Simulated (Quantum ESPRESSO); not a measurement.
The system is SrIr.

```
Sr Ir
1.0
     1.58213    0.91344    5.19392
    -1.58213    0.91344    5.19392
     0.00000   -1.82688    5.19392
Sr Ir
1 1
Direct
  0.50000 0.50000 0.50000
  0.00000 0.00000 0.00000
```

The cell was built by a generator and needn't be a form met in nature.

Base run:

- Program: Quantum ESPRESSO 7.5
- Functional: PBE
- Potentials or basis: SSSP 1.3 efficiency PBE
- Cutoff: 748 eV
- Density cutoff: 5987 eV
- k mesh: 10 × 10 × 10
- Occupations: fermi-dirac, width 0.05 eV
- Spin: no spin polarisation

Its results: band gap on the k mesh none (metal or under the smearing width); pressure -4.0 GPa.

Q: The run is repeated on the same cell with these changes: occupations from fermi-dirac, width 0.05 eV to cold, width 0.1 eV; dispersion from none to D3. What comes out?

A: Band gap on the k mesh none (metal or under the smearing width); pressure -7.2 GPa.

Caveats: spin-orbit coupling is left out, which moves the levels of the heavy elements (some runs); pairwise dispersion overbinds metals, which lowers pressure and volume (some runs).
